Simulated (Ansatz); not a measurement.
# CHGaP (sextet): the correlation ladder, cc-pVDZ

How much of the correlation energy of CHGaP (sextet) does each wave-function method recover here?

Method: cc-pVDZ, core rule «outside noble gas», up to 20 orbitals frozen; program: Ansatz 0.2.0, Gaussian basis.

Plan: UHF; CCSD(T) on ROHF; CCSD(T) on UHF; BCCD(T) on ROHF; CISD; CCSDT(Q) on ROHF; CCSDT(Q) on UHF; CASSCF and NEVPT2, 13 electrons in 11 orbitals.

31 further runs of the same task are left out: 2 for a known fault of the program, 16 that didn't finish, 13 set aside as unsound or not needed.

**1. The system**

The geometry is a PBE0/def2-TZVP stationary point (not a proven minimum) of the parent state, kept for this charge and spin. No spin-orbit coupling is included. The filled d shell of Ga may be among the frozen orbitals whatever the setting's name suggests; the logs give the count.

4 atoms, charge 0, spin multiplicity 6.

Atoms are counted from 1 here; the program's logs count them from 0.

Bond lengths: Ga1–C2 2.008 Å, C2–P3 1.845 Å, P3–H4 1.429 Å. Angles: Ga1–C2–P3 169.9°, C2–P3–H4 96.3°.

Geometry (Å):

```xyz
4
charge 0, multiplicity 6
Ga    0.00000   -0.32190    2.50078
C     0.00000   -0.20852    0.49628
P     0.00000   -0.43021   -1.33512
H     0.00000    0.96063   -1.66194
```

**2. UHF**

in.yaml reads:

```yaml
crystal:
  periodic: [false, false, false]
  atoms:
    - {symbol: Ga, position_ang: [0.000000, -0.321897, 2.500783]}
    - {symbol: C, position_ang: [0.000001, -0.208523, 0.496276]}
    - {symbol: P, position_ang: [0.000000, -0.430206, -1.335116]}
    - {symbol: H, position_ang: [-0.000001, 0.960626, -1.661943]}
basis:
  gaussian: {orbitals: cc-pVDZ}
magnetization: {spin_polarized: true, initial_magnetization: 5}
hamiltonian: {xc: hf}
output: {orbitals: {seedname: orbitals}}
```

Launch:

```sh
$ ansatz run in.yaml --threads 1 --pin off --events-out ev --progress --plain --max-ram 2393MiB
```

After this run come: CCSD(T) on ROHF; CCSD(T) on UHF; BCCD(T) on ROHF; CISD; CCSDT(Q) on ROHF; CCSDT(Q) on UHF; CASSCF and NEVPT2, 13 electrons in 11 orbitals.

Before running them: what should the planned runs give, taken together? Wanted: UCCSDT(Q) from the RHF energy; RMP2 from UCCSDT(Q); UMP2 from UCCSDT(Q); RCCSD from UCCSDT(Q); RCCSD(T) from UCCSDT(Q); UCCSD(T) from UCCSDT(Q); RCCSDT(Q) from UCCSDT(Q); T1 diagnostic.

**Answer**, as computed:

```
                         quantity                      value
    UCCSDT(Q) from the ROHF energy                 -7.1797 eV
              RMP2 from UCCSDT(Q)            +32.18 kcal/mol
              UMP2 from UCCSDT(Q)            +33.27 kcal/mol
             RCCSD from UCCSDT(Q)             +7.18 kcal/mol
          RCCSD(T) from UCCSDT(Q)             +1.81 kcal/mol
          UCCSD(T) from UCCSDT(Q)             +1.48 kcal/mol
         RCCSDT(Q) from UCCSDT(Q)             +0.43 kcal/mol
levels within 1 kcal/mol (43 meV)  RCCSDT, UCCSDT, RCCSDT(Q)
                    T1 diagnostic                      0.032
```

In words: RCCSD(T) misses by +1.81 kcal/mol, 1.1 % of the correlation energy. These misses are within one basis, not against nature; the frozen cores of restricted and unrestricted runs differ, which can shift their rows.
